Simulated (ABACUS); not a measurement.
MoW:

```xyz
2
Lattice="1.5793 -2.2343 0.0000 1.5793 2.2343 0.0000 0.0000 0.0000 4.4866" Properties=species:S:1:pos:R:3 pbc="T T T"
W     1.5793    0.0000    2.2433
Mo    0.0000    0.0000    0.0000
```

The cell comes from a database or a generator and needn't be the stable form of this composition.

```yaml
Program: ABACUS 3.10.1
Task: single point
Functional: PBEsol
Potentials_or_basis: PseudoDojo NC SR 0.4.1 PBEsol standard
Cutoff: 1102 eV
Density_cutoff: 4408 eV
Basis: plane waves
k_mesh: 10 × 10 × 6
Occupations: fermi-dirac, width 0.05 eV
Spin: no spin polarisation
```

On this cell: pressure -5.4 GPa; largest force under 0.003 eV/Å; band gap on the k mesh none (metal or under the smearing width).

The same run follows on a disturbed copy (atoms moved at random, drawn with an rms of 0.05 Å):

```
W Mo
1.0
     1.57928   -2.23430    0.00000
     1.57928    2.23430    0.00000
     0.00000    0.00000    4.48659
W Mo
1 1
Direct
  0.50761 0.51712 0.50637
  0.00711 0.00345 0.01141
```

Problem. What does the disturbed cell give?

Solution. The energy (extrapolated to zero smearing) moves by -0.5 meV/atom; pressure -5.3 GPa; largest force 0.387 eV/Å; band gap on the k mesh none (metal or under the smearing width).

Forces in eV/Å, atoms in the order of the input:
```
W   -0.101 -0.194  0.319
Mo   0.101  0.194 -0.319
```

Stress tensor (GPa, compression positive):
```
-4.39  0.00 -0.04
 0.00 -5.42 -0.09
-0.04 -0.09 -6.18
```

The work of the forces gives +3.8 meV/atom, so energy and forces disagree here: the move is beyond the harmonic range, or one of them holds noise.
